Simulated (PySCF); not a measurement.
# C7H8FN: reorganisation energies

Wanted: reorganisation energies for C7H8FN (`NCC#CC#CCCF`).

Programs: PySCF 2.14.0, with routines of our own; each step states its level. All values are computed. Atoms count from 0.

## Step 1: The system as given

17 atoms, charge 0, multiplicity 1; geometry from: GFN2-xTB.

## Step 2: Geometry optimisation at PBE/6-31G*

The job: settings as JSON, then the geometry in Å.

```
{"job": {"xc": "PBE", "basis": "6-31G*", "grid": 1, "kind": "geom"}, "charge": 0, "multiplicity": 1}
N      4.338977     0.315870     0.546465
C      3.583985    -0.689044    -0.192781
C      2.148606    -0.462239    -0.196805
C      0.983008    -0.155007    -0.117636
C     -0.342771     0.137570    -0.067634
C     -1.514756     0.418470    -0.007548
C     -2.924587     0.729426     0.046714
C     -3.735042    -0.314348    -0.721343
F     -5.071789    -0.005967    -0.658912
H      4.182686     1.237010     0.149998
H      4.035700     0.342877     1.514626
H      3.952689    -0.697117    -1.225080
H      3.795068    -1.667416     0.254441
H     -3.258891     0.750929     1.088926
H     -3.102982     1.717431    -0.389554
H     -3.460127    -0.334264    -1.781163
H     -3.616775    -1.312151    -0.286230
```

The run is started by

```
OMP_NUM_THREADS=1 python excited_run.py task.json out
```

This one command runs all jobs of the session in turn.

The log of the run:

```text
step   0  E = -425.48256884  max force = 0.039213
step   1  E = -425.48729043  max force = 0.003343
step   2  E = -425.48741036  max force = 0.001518
step   3  E = -425.48743267  max force = 0.000332
step   4  E = -425.48743858  max force = 0.000283
optimisation converged
```

Run time: 50 s. Hardware: 1 thread of Arm Neoverse V2, shared host; peak memory 0.61 GiB.

Along the way:

```
step  energy from step 0 (eV)  largest force component (eV/Å)
   0                   0.0000                          2.0164
   1                  -0.1285                          0.1719
   2                  -0.1317                          0.0781
   3                  -0.1324                          0.0171
   4                  -0.1325                          0.0146
```

Distances of close pairs at the start and the end, largest changes first:

```
  bond  before (Å)  after (Å)  change (Å)
 C2–C3       1.208      1.232      +0.024
 C4–C5       1.207      1.231      +0.024
 C7–F8       1.373      1.393      +0.020
 N0–C1       1.458      1.477      +0.019
 C1–C2       1.453      1.468      +0.015
 N0–H9       1.015      1.028      +0.013
N0–H10       1.015      1.028      +0.013
C6–H14       1.095      1.107      +0.013
```

The next job starts from the end point, and lists it.

```
                         at the end point                 value
  point group (found at 0.08 Å tolerance)                    Cs
rotational constants (GHz, main isotopes)  11.631, 0.356, 0.348
                        dipole moment (D)                  0.46
```

## Step 3: Relaxation after adding or removing an electron (C₇H₈FN+ (doublet)): UKS PBE/6-31G*

The job: settings as JSON, then the geometry in Å.

```
{"job": {"kind": "ionopt", "ions": [1], "xc": "PBE", "basis": "6-31G*", "grid": 1}, "charge": 1, "multiplicity": 2}
N      4.461030     0.213083     0.669052
C      3.645426    -0.776292    -0.064728
C      2.197669    -0.531111    -0.050802
C      1.003293    -0.235414     0.018630
C     -0.319834     0.081662     0.085032
C     -1.511736     0.381427     0.150328
C     -2.930431     0.703529     0.200575
C     -3.795485    -0.315466    -0.560789
F     -5.128661     0.077350    -0.465965
H      4.261237     1.143994     0.281292
H      4.122676     0.251842     1.638979
H      4.008618    -0.809076    -1.109500
H      3.859748    -1.775760     0.359066
H     -3.284300     0.743539     1.248983
H     -3.115968     1.705351    -0.232776
H     -3.506227    -0.352381    -1.626646
H     -3.683800    -1.324659    -0.124423
```

With the program's defaults for keys left out, this is: UKS PBE/6-31G* geometry optimisation of the ion from the geometry of its parent, gas phase.

The log of the run:

```text
step       E/Eh        max force   <S^2>
  0    -425.18772630   0.096298   0.7522
  1    -425.20071551   0.019364   0.7527
  2    -425.20295830   0.011496   0.7529
  3    -425.20405855   0.002668   0.7531
  4    -425.20420185   0.002130   0.7531
  5    -425.20425725   0.001348   0.7531
  6    -425.20426937   0.000507   0.7531
  7    -425.20427497   0.000657   0.7531
  8    -425.20427519   0.001395   0.7531
  9    -425.20428226   0.001176   0.7531
 10    -425.20429120   0.000536   0.7531
 11    -425.20428992   0.000488   0.7531
 12    -425.20429314   0.000326   0.7531
optimisation converged
```

It took 3.1 min on 1 thread of Arm Neoverse V2, shared host; peak memory 0.67 GiB.

From this job:

```
             quantity    value
geometry moved (RMSD)  0.122 Å
                 ⟨S²⟩    0.753
```

Bonds of the start that changed most:

```
 bond  start (Å)  end (Å)
C6–C7      1.538    1.575
C3–C4      1.362    1.339
C5–C6      1.456    1.434
C7–F8      1.393    1.373
N0–C1      1.477    1.462
C2–C3      1.232    1.247
```

Mulliken spin populations:

N0 0.41; C1 -0.01; C2 0.14; C3 0.15; C4 0.05; C5 0.21; C6 0.01; C7 0.03; F8 0.03; H9 -0.01; H10 -0.01; H11 0.00; H12 0.00; H13 0.01; H14 0.01; H15 0.00; H16 0.00

## Step 4: Reorganisation energies: UKS PBE/6-31G*

The job, as its differences from that of step 3:

```diff
@@ -1,2 +1,2 @@
-{"job": {"kind": "ionopt", "ions": [1], "xc": "PBE", "basis": "6-31G*", "grid": 1}, "charge": 1, "multiplicity": 2}
+{"job": {"kind": "reorg", "ions": [1, -1], "xc": "PBE", "basis": "6-31G*", "grid": 1}, "charge": 0, "multiplicity": 1}
 N      4.461030     0.213083     0.669052
```

Level: UKS PBE/6-31G* four-point reorganisation energy, gas phase.

The log of the run:

```text
final grid: 66456 points
cycle   1  E = -425.3761721269  dE =  9.180e-01  |g| = 7.026e-01  |ddm| = 7.875e+00
cycle   2  E = -425.2422327960  dE =  1.339e-01  |g| = 1.107e+00  |ddm| = 8.360e+00
cycle   3  E = -425.4638905409  dE = -2.217e-01  |g| = 3.078e-01  |ddm| = 6.825e+00
cycle   4  E = -425.4816581965  dE = -1.777e-02  |g| = 1.480e-01  |ddm| = 7.359e-01
cycle   5  E = -425.4869508787  dE = -5.293e-03  |g| = 4.067e-02  |ddm| = 2.603e-01
cycle   6  E = -425.4871458679  dE = -1.950e-04  |g| = 3.160e-02  |ddm| = 7.730e-02
cycle   7  E = -425.4874287170  dE = -2.828e-04  |g| = 5.912e-03  |ddm| = 4.322e-02
cycle   8  E = -425.4874381596  dE = -9.443e-06  |g| = 1.252e-03  |ddm| = 9.851e-03
cycle   9  E = -425.4874385650  dE = -4.054e-07  |g| = 2.408e-04  |ddm| = 2.671e-03
cycle  10  E = -425.4874385772  dE = -1.222e-08  |g| = 9.646e-05  |ddm| = 4.788e-04
cycle  11  E = -425.4874385787  dE = -1.487e-09  |g| = 4.602e-05  |ddm| = 4.457e-04
cycle  12  E = -425.4874385791  dE = -4.088e-10  |g| = 7.985e-06  |ddm| = 1.410e-04
converged SCF energy = -425.4874385791

hole transfer: vertical 8.0176 eV, relaxation of the ion converged
  adiabatic 7.7048 eV, lambda(ion) 0.3128, lambda(parent) 0.4003, total 0.7132 eV

electron transfer: vertical -1.3036 eV, relaxation of the ion skipped
```

Wall time 24 s (1 thread of Arm Neoverse V2, shared host); peak memory 0.67 GiB.

## Step 5: What came out

| quantity | value |
| --- | --- |
| point group | Cs |
| rotational constants (main isotopes) | 11.63, 0.36, 0.35 GHz |
| geometry moved (RMSD) (step 3, UKS PBE/6-31G*) | 0.122 Å |
| hole reorganisation energy (step 4, UKS PBE/6-31G*) | 0.7132 eV |

**Reading.** Relaxing lowered the energy by 0.133 eV in 4 steps; the close pair that moved most is C2–C3, from 1.208 to 1.232 Å. No frequency check was run at this level, so the end point may be a saddle. In step 3 (relaxation after adding or removing an electron), among the bonds C6–C7 changes most, from 1.538 to 1.575 Å. The atoms move far more than that, so angles or torsions carry the main change.
